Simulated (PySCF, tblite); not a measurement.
# C₅H₆N₃P: infrared bands and NMR shifts

Wanted: the infrared bands and NMR shifts of C₅H₆N₃P (`CCn1cpc(C#N)n1`), by calculation.

Programs: tblite 0.8.0 and PySCF 2.14.0, with density-fitted response routines of our own. Each step states its level of theory. These are calculated values for one molecule in the gas phase, unless marked as measured. Atoms count from 0, in the outputs and in this text.

### Step 1. Starting geometry

15 atoms, charge 0, multiplicity 1; geometry from: GFN2-xTB.

Bonds of the start (Å): C0–C1 1.53, C1–N2 1.44, N2–C3 1.35, C3–P4 1.72, P4–C5 1.78, C5–C6 1.40, C6–N7 1.15, C5–N8 1.32, N8–N2 1.31, C0–H9 1.09, C0–H10 1.09, C0–H11 1.09, C1–H12 1.09, C1–H13 1.09, C3–H14 1.08.

### Step 2. Infrared spectrum with GFN2-xTB

The job: settings as JSON, then the geometry in Å.

```
{"job": {"kind": "ir", "xc": "GFN2-xTB", "basis": "xTB"}, "charge": 0, "multiplicity": 1}
C     -2.048380    -0.435571     0.589498
C     -1.235457    -0.372271    -0.701062
N      0.075084     0.176772    -0.448900
C      0.383026     1.485947    -0.475464
P      2.015740     1.796105    -0.023039
C      2.137201     0.031890     0.176817
C      3.303440    -0.626674     0.594260
N      4.278084    -1.118185     0.947258
N      1.032656    -0.637369    -0.088697
H     -3.025842    -0.865331     0.390836
H     -2.181849     0.559376     1.009199
H     -1.535609    -1.056276     1.320118
H     -1.093260    -1.377520    -1.103809
H     -1.739875     0.249326    -1.444383
H     -0.369372     2.197772    -0.764547
```

**Question.** This job is followed by: GIAO PBE0/pcSseg-1 NMR shielding, non-relativistic, gas phase. What will the session give for the following? strongest single infrared mode (GFN2-xTB); zero-point energy (GFN2-xTB); 13C shifts against TMS (PBE0/pcSseg-1); 1H shifts against TMS (PBE0/pcSseg-1, means over atoms taken as alike); 15N shifts against NH3 (PBE0/pcSseg-1); 31P shifts against H3PO4 (PBE0/pcSseg-1).

As calculated:

| quantity | value |
| --- | --- |
| strongest single infrared mode (GFN2-xTB) | 2362 cm⁻¹, 270 km/mol |
| zero-point energy (GFN2-xTB) | 67.7 kcal/mol |
| 13C shifts against TMS (PBE0/pcSseg-1) | 164.5, 155.1, 120.5, 54.0, 20.4 ppm |
| 1H shifts against TMS (PBE0/pcSseg-1, means over atoms taken as alike) | 8.71, 4.49, 1.51 ppm |
| 15N shifts against NH3 (PBE0/pcSseg-1) | 395.2, 326.7, 265.1 ppm |
| 31P shifts against H3PO4 (PBE0/pcSseg-1) | 167.1 ppm |

**Reading.** No mode is imaginary among the 39: a minimum at this level. The strongest single mode, at 2362 cm⁻¹, moves mainly C6 and N7. GFN2-xTB is a fitted tight-binding method: band positions and strengths are rough. Its intensities can rank the bands wrongly. At PBE0/pcSseg-1: The largest span, 600 ppm, is at N8, where the paramagnetic term is -453 ppm. NICS(1)zz of -30 ppm above the planar ring from N2 marks a diatropic (aromatic) ring current.
